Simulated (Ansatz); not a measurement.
# B2Cl2H4: the cost of one run

Computed with Ansatz 0.2.0, Gaussian basis. Level: the settings change from run to run.

## 1. The molecule

An earlier PBE0-D4 in a triple-zeta def2 set relaxation fixed the geometry.

SMILES `[BH2-]1[Cl+][BH2-][Cl+]1`, 8 atoms, charge 0, spin multiplicity 1.

Atoms are counted from 1 here; the program's logs count them from 0.

Bond lengths: B1–Cl2 1.951 Å, B1–Cl4 1.951 Å, B1–H5 1.188 Å, B1–H6 1.189 Å, Cl2–B3 1.951 Å, B3–Cl4 1.951 Å, B3–H7 1.189 Å, B3–H8 1.188 Å. Angles: Cl2–B1–Cl4 94.7°, Cl2–B1–H5 109.8°, Cl2–B1–H6 108.3°, Cl4–B1–H5 109.8°, Cl4–B1–H6 108.3°, H5–B1–H6 122.4°, B1–Cl2–B3 81.6°, Cl2–B3–Cl4 94.7°, Cl2–B3–H7 108.3°, Cl2–B3–H8 109.8°, Cl4–B3–H7 108.3°, Cl4–B3–H8 109.8°, H7–B3–H8 122.4°, B1–Cl4–B3 81.6°.

## 2. BHLYP/pcseg-2

This run has atoms shaken by 0.08 Å, D3(BJ) dispersion, high accuracy.

in.yaml

```yaml
crystal:
  periodic: [false, false, false]
  atoms:
    - {symbol: B, position_ang: [-0.377651, 1.266189, -0.428439]}
    - {symbol: Cl, position_ang: [-1.371118, -0.347520, 0.497305]}
    - {symbol: B, position_ang: [0.412345, -1.264158, 0.444431]}
    - {symbol: Cl, position_ang: [1.007320, -0.092069, -1.037686]}
    - {symbol: H, position_ang: [-1.126050, 1.557101, -1.289454]}
    - {symbol: H, position_ang: [0.036469, 1.886890, 0.419374]}
    - {symbol: H, position_ang: [1.020847, -0.867910, 1.341302]}
    - {symbol: H, position_ang: [0.258828, -2.444792, 0.045168]}
basis:
  gaussian: {orbitals: pcseg-2}
hamiltonian: {xc: {name: BHLYP}, dispersion: d3bj}
accuracy: high
output: {forces: true}
```

Started as:

```
$ ansatz run in.yaml --threads 2 --pin off --events-out ev --progress --plain --max-ram 22528MiB --backend cpu
```

**Question.** How long does this run take on 2 threads of AMD EPYC 7R13, shared host, and how much memory does it need?

About 16 s, with a peak of 0.98 GiB.
